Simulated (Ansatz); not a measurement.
# AsMg: the cost of one run

Program: Ansatz 0.2.0, Gaussian basis. Level of theory: def2-QZVPP, all electrons in the functionals. These are calculated values, not measurements.

To be run: PBE, BLYP, r2SCAN, B97M-V, PBE0, B3LYP, at charge 0, quartet; charge 0, doublet; charge 0, sextet; charge 1, triplet; charge 1, quintet.

10 further runs of the same task are left out: 10 set aside as unsound or not needed.

## (1) The system

The geometry is a PBE0/def2-TZVP stationary point (not a proven minimum). No spin-orbit coupling is included. The filled d shell of As may be among the frozen orbitals whatever the setting's name suggests; the logs give the count.

2 atoms, charge 0, spin multiplicity 4.

Atoms are counted from 1 here; the program's logs count them from 0.

Bond lengths: As1–Mg2 2.643 Å.

No dispersion term is added; B97M-V holds VV10 nonlocal correlation. B3LYP takes the VWN-RPA correlation.

The geometry shown and the zero of energy belong to the point charge 0, quartet. The yardstick, RCCSD(T), and other wave-function levels (R restricted, U unrestricted, valence and pair active spaces) come from earlier runs.

## (2) PBE, charge 0, quartet

Input file in.yaml:

```yaml
crystal:
  periodic: [false, false, false]
  atoms:
    - {symbol: As, position_ang: [0.000000, 0.000000, 0.000000]}
    - {symbol: Mg, position_ang: [0.000000, 0.000000, 2.643200]}
basis:
  gaussian: {orbitals: "def2-QZVPP.json"}
magnetization: {spin_polarized: true, initial_magnetization: 3}
hamiltonian: {xc: {name: PBE}}
output: {orbitals: {seedname: orbitals}}
```

On the command line:

```bash
$ ansatz run in.yaml --threads 1 --pin off --events-out ev --progress --plain --max-ram 2393MiB
```

What time and memory should one allow on 1 thread of Arm Neoverse V2, shared host?

About 7.5 s, with a peak of 0.28 GiB.
